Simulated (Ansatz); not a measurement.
**CH₄BFTeZn: small, medium and large basis sets**

How large a basis does CH₄BFTeZn need? Two functionals are run in growing sets.

Program: Ansatz 0.2.0, Gaussian basis. Level of theory: one geometry, several basis sets. These are calculated values, not measurements.

The runs, in order: PBE0-D4/def2-SVP; ωB97M-V/def2-SVP; PBE0-D4/def2-QZVPP; ωB97M-V/def2-QZVPP; the functionals' def2-TZVPP values are taken from earlier runs.

### Step 1. Structure used throughout

The geometry comes from an earlier relaxation with PBE0-D4 in a triple-zeta def2 set; it is a stationary point, not always the lowest conformer. Te takes the def2 core potential; no spin-orbit term is included.

SMILES `[CH3][Zn][Te]BF`, 9 atoms, charge 0, spin multiplicity 1.

Atoms are counted from 1 here; the program's logs count them from 0.

Bond lengths: C1–Zn2 1.942 Å, C1–H6 1.092 Å, C1–H7 1.092 Å, C1–H8 1.092 Å, Zn2–Te3 2.506 Å, Te3–B4 2.145 Å, B4–F5 1.329 Å, B4–H9 1.196 Å. Angles: Zn2–C1–H6 110.6°, Zn2–C1–H7 110.3°, Zn2–C1–H8 110.2°, H6–C1–H7 108.6°, H6–C1–H8 108.6°, H7–C1–H8 108.5°, C1–Zn2–Te3 179.7°, Zn2–Te3–B4 89.5°, Te3–B4–F5 121.4°, Te3–B4–H9 120.5°, F5–B4–H9 118.1°.

### Step 2. PBE0-D4 in def2-SVP

The input, in.yaml:

```yaml
crystal:
  periodic: [false, false, false]
  atoms:
    - {symbol: C, position_ang: [-0.756441, -1.374216, -1.574640]}
    - {symbol: Zn, position_ang: [0.405263, -0.745765, -0.150808]}
    - {symbol: Te, position_ang: [1.910300, 0.055583, 1.686251]}
    - {symbol: B, position_ang: [0.724968, 1.835694, 1.857387]}
    - {symbol: F, position_ang: [-0.331288, 2.041169, 1.077623]}
    - {symbol: H, position_ang: [-0.370924, -2.301066, -2.004328]}
    - {symbol: H, position_ang: [-1.760745, -1.560920, -1.189082]}
    - {symbol: H, position_ang: [-0.822000, -0.624783, -2.365991]}
    - {symbol: H, position_ang: [1.000866, 2.674313, 2.663579]}
basis:
  gaussian: {orbitals: def2-SVP}
hamiltonian: {xc: pbe0, dispersion: d4}
output: {orbitals: {seedname: orbitals}}
```

Launch:

```bash
$ ansatz run in.yaml --threads 4 --pin off --events-out ev --progress --plain --max-ram 10444MiB
```

After this run come: ωB97M-V in def2-SVP; PBE0-D4 in def2-QZVPP; ωB97M-V in def2-QZVPP.

**Question.** What will the summary of the whole plan be? Wanted: PBE0-D4: double and triple zeta above quadruple; ωB97M-V: double and triple zeta above quadruple.

**Answer**, as computed:

| quantity | value |
| --- | --- |
| PBE0-D4: double and triple zeta above quadruple | 13.99, 1.47 eV |
| ωB97M-V: double and triple zeta above quadruple | 14.11, 1.42 eV |

What this shows: For PBE0-D4 the step from double to triple zeta gains 12.52 eV and the next only 1.47 eV. These are total energies; as a rule much of such shifts cancels in differences, which this series doesn't test. The LUMO of ωB97M-V is positive and keeps falling with the basis (1.21 to 0.52 eV): an unbound level that the basis holds in place.
